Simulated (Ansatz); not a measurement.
**C3H8Si2: a relaxation**

Aim: a sound relaxation of C3H8Si2. The structure is shown as the input types it.

Method: RKS BHLYP-D4/STO-3G, in Ansatz 0.2.0.

## 1. The structure to begin with

Bond lengths: Si1–C2 1.785 Å, C2–C3 1.305 Å, C3–C4 1.323 Å, C4–Si5 1.819 Å, Si1–H6 1.461 Å, Si1–H7 1.535 Å, Si1–H8 1.447 Å, C2–H9 1.120 Å, C4–H10 1.039 Å, Si5–H11 1.500 Å, Si5–H12 1.523 Å, Si5–H13 1.471 Å. Angles (14 of 19 angles, heavy atoms first): Si1–C2–C3 121.2°, C2–C3–C4 172.8°, C3–C4–Si5 119.3°, Si1–C2–H9 115.7°, C3–C2–H9 123.1°, C2–Si1–H6 111.7°, C2–Si1–H7 108.3°, C2–Si1–H8 111.8°, C3–C4–H10 120.6°, Si5–C4–H10 119.2°, C4–Si5–H11 112.7°, C4–Si5–H12 108.6°, C4–Si5–H13 111.0°, H6–Si1–H7 105.3°.

Structure file:

```xyz
13

Si   -1.2707   -1.3962    1.6779
C     0.3346   -0.7401    1.2563
C     0.6047   -0.3429    0.0425
C     1.0390    0.0443   -1.1454
Si    0.6022    1.7007   -1.7559
H    -1.3758   -1.6892    3.1056
H    -2.3210   -0.3105    1.4078
H    -1.6076   -2.5494    0.8709
H     1.0776   -0.6995    2.0930
H     1.4753   -0.6377   -1.7967
H    -0.8705    1.9746   -1.6858
H     1.3157    2.7374   -0.8986
H     1.0170    1.8736   -3.1568
```

## 2. Running it

input.yaml reads:

```yaml
crystal:
  periodic: [false, false, false]
  atoms:
    - { symbol: Si, position_ang: [-1.2707, -1.3962, 1.6779] }
    - { symbol: C, position_ang: [0.3346, -0.7401, 1.2563] }
    - { symbol: C, position_ang: [0.6047, -0.3429, 0.0425] }
    - { symbol: C, position_ang: [1.039, 0.0443, -1.1454] }
    - { symbol: Si, position_ang: [0.6022, 1.7007, -1.7559] }
    - { symbol: H, position_ang: [-1.3758, -1.6892, 3.1056] }
    - { symbol: H, position_ang: [-2.321, -0.3105, 1.4078] }
    - { symbol: H, position_ang: [-1.6076, -2.5494, 0.8709] }
    - { symbol: H, position_ang: [1.0776, -0.6995, 2.093] }
    - { symbol: H, position_ang: [1.4753, -0.6377, -1.7967] }
    - { symbol: H, position_ang: [-0.8705, 1.9746, -1.6858] }
    - { symbol: H, position_ang: [1.3157, 2.7374, -0.8986] }
    - { symbol: H, position_ang: [1.017, 1.8736, -3.1568] }
basis:
  gaussian: { orbitals: STO-3G }
hamiltonian:
  xc: bhlyp
  dispersion: d4
relax:
  f_tol: 0.02
  max_steps: 40
scf:
  lower_state_search: "off"
```

Run with:

```sh
$ ansatz run input.yaml --threads 1 --pin off --max-ram 2048MiB --backend cpu --events-out ev --progress --plain --runs-dir out
```

**Question.** How will this run end, and is anything wrong with its input?

Nothing was computed: the input was turned down at the start. The line that matters: «line 20 column 7: hamiltonian.xc: unknown variant `bhlyp`, expected one of `lda`, `lda-pw`, `pw92`, `pbe`, `pbesol`, `rpbe`, `revpbe`, `blyp`, ...»

The functional or method isn't one that the program knows by that name.

What to do: pick a listed method.
